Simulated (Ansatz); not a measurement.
# SiAsH3 (quintet): from Hartree-Fock to the top rungs, cc-pVTZ

One table from this session's results is given with a row withheld; the runs are named, their logs left out.

Computed with Ansatz 0.2.0, Gaussian basis. Level: cc-pVTZ, core rule «outside noble gas», up to 19 orbitals frozen.

To be run: UHF; CCSD(T) on ROHF; CCSD(T) on UHF; BCCD(T) on ROHF; CCSDT(Q) on ROHF; CCSDT(Q) on UHF; CASSCF and NEVPT2, 12 electrons in 11 orbitals.

7 further runs of the same task are left out: 1 for a known fault of the program, 6 set aside as unsound or not needed.

## What is computed

The geometry is a PBE0/def2-TZVP stationary point (not a proven minimum) of the parent state, kept for this charge and spin. No spin-orbit coupling is included. The filled d shell of As may be among the frozen orbitals whatever the setting's name suggests; the logs give the count.

5 atoms, charge 0, spin multiplicity 5.

Atoms are counted from 1 here; the program's logs count them from 0.

Bond lengths: Si1–As2 2.357 Å, Si1–H3 1.488 Å, Si1–H4 1.488 Å, Si1–H5 1.488 Å. Angles: As2–Si1–H3 110.3°, As2–Si1–H4 110.3°, As2–Si1–H5 110.3°, H3–Si1–H4 108.7°, H3–Si1–H5 108.7°, H4–Si1–H5 108.7°.

Set-up of the first run:

in.yaml

```yaml
crystal:
  periodic: [false, false, false]
  atoms:
    - {symbol: Si, position_ang: [-1.650542, -0.011519, 0.004128]}
    - {symbol: As, position_ang: [0.706158, 0.004928, -0.001766]}
    - {symbol: H, position_ang: [-2.175948, 1.381149, 0.007507]}
    - {symbol: H, position_ang: [-2.158302, -0.715039, 1.213602]}
    - {symbol: H, position_ang: [-2.164376, -0.711463, -1.204855]}
basis:
  gaussian: {orbitals: cc-pVTZ}
magnetization: {spin_polarized: true, initial_magnetization: 4}
hamiltonian: {xc: hf}
output: {orbitals: {seedname: orbitals}}
```

Started as:

```console
ansatz run in.yaml --threads 1 --pin off --events-out ev --progress --plain --max-ram 4096MiB --backend cpu
```

Steps of the session up to this table: UHF; CCSD(T) on ROHF; CCSD(T) on UHF; BCCD(T) on ROHF; CCSDT(Q) on ROHF; CCSDT(Q) on UHF; CASSCF and NEVPT2, 12 electrons in 11 orbitals.

One of the session's tables, all rows but one given; the rest of the session is left out.

| method | from RCCSDT(Q) (meV) |
| --- | --- |
| ROHF | +7129.7 |
| UHF | ? |
| RMP2 | +1351.1 |
| UMP2 | +1345.2 |
| RCCSD | +312.6 |
| UCCSD | +290.2 |
| RCCSD(T) | +54.2 |
| UCCSD(T) | +33.9 |
| BCCD(T) | +51.9 |
| RCCSDT | +11.1 |
| UCCSDT | -9.6 |
| RCCSDT(Q) | 0 |
| UCCSDT(Q) | -21.1 |
| CASSCF valence | +5860.4 |
| NEVPT2 valence | +1498.4 |

**Question.** Estimate the row for UHF.

The run gave: from RCCSDT(Q) (meV): +7042.2. In the column «from RCCSDT(Q) (meV)» it lies between CASSCF valence (+5860.4) and ROHF (+7129.7).

Caveats from the session: Restricted and unrestricted rows rest on different reference determinants; where their highest levels disagree by more than a few hundredths of an eV, they describe different states and don't form one ladder.
